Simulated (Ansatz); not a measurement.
# SiTe5: from a guess to a relaxed structure

Where does this trial cell of SiTe5 go when cell and atoms are let free?

Program: Ansatz 0.2.0. Level of theory: DFT PBE, scalar-relativistic, plane waves, PAW. These are calculated values, not measurements.

## (1) The starting structure

It takes space group P4/mmm (No. 123, tetragonal). The conventional cell has a = 6.167 Å, b = 6.167 Å, c = 5.198 Å, α = 90.00°, β = 90.00°, γ = 90.00°. Si (site symmetry 4/mmm) is surrounded by 8 Te at 3.03 Å. Te (site symmetry m2m) has 2 Te at 2.21 Å in its first shell of neighbours. Around Te (site symmetry 4/mmm) lie 4 Te at 2.80 Å.

As a file:

```xyz
6
Lattice="6.1675 0.0000 0.0000 0.0000 6.1675 0.0000 0.0000 0.0000 5.1976" Properties=species:S:1:pos:R:3 pbc="T T T"
Si    3.0837    3.0837    0.0000
Te    4.1908    4.1908    2.5988
Te    1.9766    1.9766    2.5988
Te    1.9766    4.1908    2.5988
Te    4.1908    1.9766    2.5988
Te    0.0000    0.0000    2.5988
```

The cell is invented: random cell by space group and Wyckoff sites (P4/mmm, No. 123). Its size is a rough estimate.

## (2) The guess as it stands, on a coarse mesh

Contents of input.yaml:

```yaml
crystal:
  lattice:
    - [6.16747624, 0.0, 0.0]
    - [0.0, 6.16747624, 0.0]
    - [0.0, 0.0, 5.1976458]
  atoms:
    - { symbol: Si, position: [0.5, 0.5, 0.0] }
    - { symbol: Te, position: [0.67950432, 0.67950432, 0.5] }
    - { symbol: Te, position: [0.32049568, 0.32049568, 0.5] }
    - { symbol: Te, position: [0.32049568, 0.67950432, 0.5] }
    - { symbol: Te, position: [0.67950432, 0.32049568, 0.5] }
    - { symbol: Te, position: [0.0, 0.0, 0.5] }
basis:
  ecutwfc: 420
kpoints:
  mp_grid: { grid: [4, 4, 4] }
hamiltonian:
  xc: pbe
scf:
  occupations: { method: gaussian, width: 0.1 }
  lower_state_search: "off"
output:
  forces: true
  stress: true
  eigenvalues: true
```

On the command line:

```bash
$ ansatz run input.yaml --threads 1 --pin off --max-ram 2560MiB --backend cpu --events-out ev --progress --plain --runs-dir out
```

The session goes on with these runs: rough relaxation on the coarse mesh; another rough relaxation; final relaxation.

What does the calculation give? Wanted: conventional cell; volume; energy over the elements; gap on the mesh.

The runs gave:

```
                              quantity                                                                      value
symmetry at the end (tolerance 0.05 Å)                                               space group P4/mmm (No. 123)
                     conventional cell  a = 8.184 Å, b = 8.184 Å, c = 3.057 Å, α = 90.00°, β = 90.00°, γ = 90.00°
                                volume                                                              34.13 Å³/atom
              energy over the elements                                                              +0.32 eV/atom
                       gap on the mesh                                                               none (metal)
```

The space group P4/mmm (No. 123) is kept, and the volume per atom grows by 3.6 % from the first guess. With a positive formation energy it can't be a ground state. No finished test with a distortion of lower symmetry is shown, so the end may be a saddle point. Spin-orbit coupling is left out for Te. Where forces pass 15 eV/Å atoms stand far too close, the PAW spheres overlap strongly and those numbers are rough.
